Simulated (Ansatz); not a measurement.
# AgBrH3N: how energies converge with the basis set

How large a basis does AgBrH3N need? Two functionals are run in growing sets.

Program: Ansatz 0.2.0, Gaussian basis. Level of theory: one geometry, several basis sets. These are calculated values, not measurements.

Levels to be run: PBE0-D4/def2-SVP; ωB97M-V/def2-SVP; PBE0-D4/def2-QZVPP; ωB97M-V/def2-QZVPP; the functionals' def2-TZVPP values are taken from earlier runs.

2 further runs of the same task are left out: 1 for a known fault of the program, 1 set aside as unsound or not needed.

## (1) The geometry

All runs share one geometry, relaxed beforehand with PBE0-D4 in a triple-zeta def2 set. Ag takes the def2 core potential; no spin-orbit term is included.

SMILES `[NH3+][Ag-][Br]`, 6 atoms, charge 0, spin multiplicity 1.

Atoms are counted from 1 here; the program's logs count them from 0.

Bond lengths: N1–Ag2 2.172 Å, N1–H4 1.014 Å, N1–H5 1.014 Å, N1–H6 1.014 Å, Ag2–Br3 2.395 Å. Angles: Ag2–N1–H4 111.2°, Ag2–N1–H5 111.2°, Ag2–N1–H6 111.2°, H4–N1–H5 107.7°, H4–N1–H6 107.7°, H5–N1–H6 107.7°, N1–Ag2–Br3 180.0°.

## (2) PBE0-D4 in def2-SVP

in.yaml

```yaml
crystal:
  periodic: [false, false, false]
  atoms:
    - {symbol: N, position_ang: [-0.638416, 0.559567, -0.383563]}
    - {symbol: Ag, position_ang: [0.853586, -0.758587, 0.485294]}
    - {symbol: Br, position_ang: [2.498422, -2.211722, 1.443102]}
    - {symbol: H, position_ang: [-1.066241, 0.140911, -1.201470]}
    - {symbol: H, position_ang: [-0.227718, 1.441232, -0.668644]}
    - {symbol: H, position_ang: [-1.377433, 0.764599, 0.279081]}
basis:
  gaussian: {orbitals: def2-SVP}
hamiltonian: {xc: pbe0, dispersion: d4}
output: {orbitals: {seedname: orbitals}}
```

Started as:

```
> ansatz run in.yaml --threads 2 --pin off --events-out ev --progress --plain --max-ram 32768MiB --backend cpu
```

The runs that follow: ωB97M-V in def2-SVP; PBE0-D4 in def2-QZVPP; ωB97M-V in def2-QZVPP.

Q: Predict the results of all the runs planned. Wanted: PBE0-D4: double and triple zeta above quadruple; ωB97M-V: double and triple zeta above quadruple.

**Answer**, as computed:

| quantity | value |
| --- | --- |
| PBE0-D4: double and triple zeta above quadruple | 12.97, 1.61 eV |
| ωB97M-V: double and triple zeta above quadruple | 13.00, 1.55 eV |

In words: PBE0-D4 gains 11.37 eV from double to triple zeta, then 1.61 eV more. These are total energies; as a rule much of such shifts cancels in differences, which this series doesn't test.
